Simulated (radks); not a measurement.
# I³⁺ in [Kr] 4d10 5s2 5p2: an all-electron calculation

One table from this session's results is given with a row withheld; the runs are named, their logs left out.

The numbers are computed with radks (a radial shooting solver on a logarithmic mesh, Libxc functionals) version 1 (Dirac Kohn-Sham, SOGGA, spin-unpolarised, spherical densities, point nucleus; open shells are shared between the two j in proportion to 2j + 1), except any that are marked as measured or tabulated.

### Starting point

```
element       : iodine (Z = 53)
charge        : +3
electrons     : 50
configuration : [Kr] 4d10 5s2 5p2
```

The outer shells:

I³⁺
```
[Kr] core
4d [↑↓][↑↓][↑↓][↑↓][↑↓]
5s [↑↓]
5p [↑ ][↑ ][  ]
```

Set-up of the first run:

The run's settings:

```text
Z 53
configuration [Kr] 4d10 5s2 5p2
relativity Dirac
functional sogga,pbe
spin unpolarised
j_filling average
nucleus point
c 137.035999084
```

One of the session's tables, all rows but one given; the rest of the session is left out.

It belongs to the step «Radial structure». Radial moments (bohr):

```
level      <r>  outermost maximum (interpolated)  90 % within  nodes
1s1/2  0.02723                            0.0175       0.0490      0
2s1/2   0.1168                            0.0993        0.181      1
2p1/2  0.09849                            0.0761        0.162      0
2p3/2   0.1042                            0.0809        0.169      0
3s1/2   0.3139                             0.286        0.462      2
3p1/2   0.3041                             0.272        0.457      1
3p3/2   0.3157                             0.283        0.474      1
3d3/2   0.2865                             0.230        0.451      0
3d5/2   0.2902                             0.233        0.456      0
4s1/2   0.7397                             0.681         1.07      3
4p1/2   0.7722                             0.699         1.13      2
4p3/2   0.8003                             0.723         1.17      2
4d3/2   0.9097                             0.773         1.38      1
4d5/2   0.9208                             0.781         1.40      1
5s1/2    1.828                              1.65         2.62      4
5p1/2    2.062                              1.84         2.98      3
5p3/2        ?                                 ?            ?      ?
```

Q: Estimate the row for 5p3/2 from the others.

The run gave: <r>: 2.131; outermost maximum (interpolated): 1.91; 90 % within: 3.08; nodes: 3. In the column «<r>» it is the highest.

To keep in mind: Spin polarisation and multiplet splitting are left out.
